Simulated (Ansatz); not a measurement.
# CH9AsSi2: the cost of one run

All numbers below are computed with Ansatz 0.2.0 (RKS B3LYP-D4/def2-SVP).

### Step 1. The starting structure

Bond lengths: C1–Si2 1.821 Å, Si2–Si3 2.213 Å, Si3–As4 2.309 Å, C1–H5 1.070 Å, C1–H6 1.172 Å, C1–H7 1.113 Å, Si2–H8 1.444 Å, Si2–H9 1.483 Å, Si3–H10 1.520 Å, Si3–H11 1.462 Å, As4–H12 1.506 Å, As4–H13 1.622 Å. Angles (14 of 21 angles, heavy atoms first): C1–Si2–Si3 108.7°, Si2–Si3–As4 112.3°, C1–Si2–H8 111.5°, C1–Si2–H9 106.9°, Si3–Si2–H8 107.3°, Si3–Si2–H9 110.1°, Si2–C1–H5 113.6°, Si2–C1–H6 110.3°, Si2–C1–H7 111.1°, Si2–Si3–H10 108.9°, Si2–Si3–H11 109.8°, As4–Si3–H10 108.0°, As4–Si3–H11 110.0°, Si3–As4–H12 94.0°.

Coordinates:

```xyz
13

C    -1.3809    0.4131    1.4661
Si   -0.6993   -0.9681    0.4953
Si    1.2368   -0.3392   -0.3719
As    1.0237    1.5058   -1.7432
H    -0.7378    0.7387    2.2565
H    -1.5782    1.3384    0.7739
H    -2.3789    0.1531    1.8858
H    -1.5665   -1.3227   -0.6032
H    -0.4952   -2.0963    1.4354
H     2.1882    0.0214    0.7571
H     1.8294   -1.4489   -1.1168
H     2.3784    1.3252   -2.3756
H     0.2008    0.6448   -2.8444
```

### Step 2. End point A

input.yaml reads:

```yaml
crystal:
  periodic: [false, false, false]
  atoms:
    - { symbol: C, position_ang: [-1.3809, 0.4131, 1.4661] }
    - { symbol: Si, position_ang: [-0.6993, -0.9681, 0.4953] }
    - { symbol: Si, position_ang: [1.2368, -0.3392, -0.3719] }
    - { symbol: As, position_ang: [1.0237, 1.5058, -1.7432] }
    - { symbol: H, position_ang: [-0.7378, 0.7387, 2.2565] }
    - { symbol: H, position_ang: [-1.5782, 1.3384, 0.7739] }
    - { symbol: H, position_ang: [-2.3789, 0.1531, 1.8858] }
    - { symbol: H, position_ang: [-1.5665, -1.3227, -0.6032] }
    - { symbol: H, position_ang: [-0.4952, -2.0963, 1.4354] }
    - { symbol: H, position_ang: [2.1882, 0.0214, 0.7571] }
    - { symbol: H, position_ang: [1.8294, -1.4489, -1.1168] }
    - { symbol: H, position_ang: [2.3784, 1.3252, -2.3756] }
    - { symbol: H, position_ang: [0.2008, 0.6448, -2.8444] }
basis:
  gaussian: { orbitals: def2-SVP }
hamiltonian:
  xc: b3lyp
  dispersion: d4
relax:
  f_tol: 0.015
  max_steps: 40
```

Started as:

```console
$ ansatz run input.yaml --threads 2 --pin off --max-ram 3072MiB --backend cpu --events-out ev --progress --plain --runs-dir out
```

Q: Estimate wall time and peak memory on 2 threads of Arm Neoverse V2, shared host.

About 23 s, with a peak of 0.33 GiB.
